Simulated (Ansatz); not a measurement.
Working through a comparison of dispersion corrections of CH₈N₂OSi, SMILES NC(N)(O)[SiH3]

Program: the Python package of Ansatz (0.2.0).

Contents of `ch8n2osi.xyz`:
```text
13

N    -1.05190    0.87190   -0.53140
C     0.04580    0.36180    0.10060
N    -0.37120    0.45780    1.46330
O     1.18720    1.27300   -0.08970
Si    0.34810   -1.46450   -0.47030
H    -1.32560    1.75070    0.02230
H    -0.80770    1.29160   -1.44470
H    -1.09540   -0.13730    1.63370
H     0.43580    0.15770    2.10140
H     1.36720    1.21200   -0.99700
H     0.68050   -1.49130   -1.88240
H    -0.83110   -2.30170   -0.18080
H     1.43870   -2.01640    0.28970
```

The cells in order, each with its output:

**Cell 1**
```python
import warnings

import ansatz

config = {
    'basis_set': 'def2-SVP',
}
```

**Cell 2**
```python
warnings.simplefilter('ignore', ansatz.DeckWarning)

molecule = ansatz.Crystal.molecule_from_extxyz('ch8n2osi.xyz')
```

**Cell 3**
```python
calculation = molecule.calculation().basis(gaussian=config['basis_set'])
for name in ['revpbe', 'pbe']:
    for correction in ('d3bj', 'd4'):
        summary = calculation.functional(name, dispersion=correction).run().report
        print(f'{name:8s} {correction:5s} total {summary["free_energy_ev"]:.5f} eV, of which dispersion {1000 * summary["dispersion"]["energy"]["ev"]:.2f} meV')
```
Output:
```text
revpbe   d3bj  total -14060.71775 eV, of which dispersion -725.14 meV
revpbe   d4    total -14060.89247 eV, of which dispersion -899.86 meV
pbe      d3bj  total -14052.49853 eV, of which dispersion -286.39 meV
pbe      d4    total -14052.48533 eV, of which dispersion -273.18 meV
```

Total energies depend on the basis set; only differences at equal settings carry meaning. The geometry is a force-field or estimated start, not a minimum of this method, and the basis set is short of its limit. D4 holds the three-body term, and d3bj doesn't. Wall time of the script: 15 s on 1 thread of Arm Neoverse V1, on a shared host, peak memory 0.21 GiB.
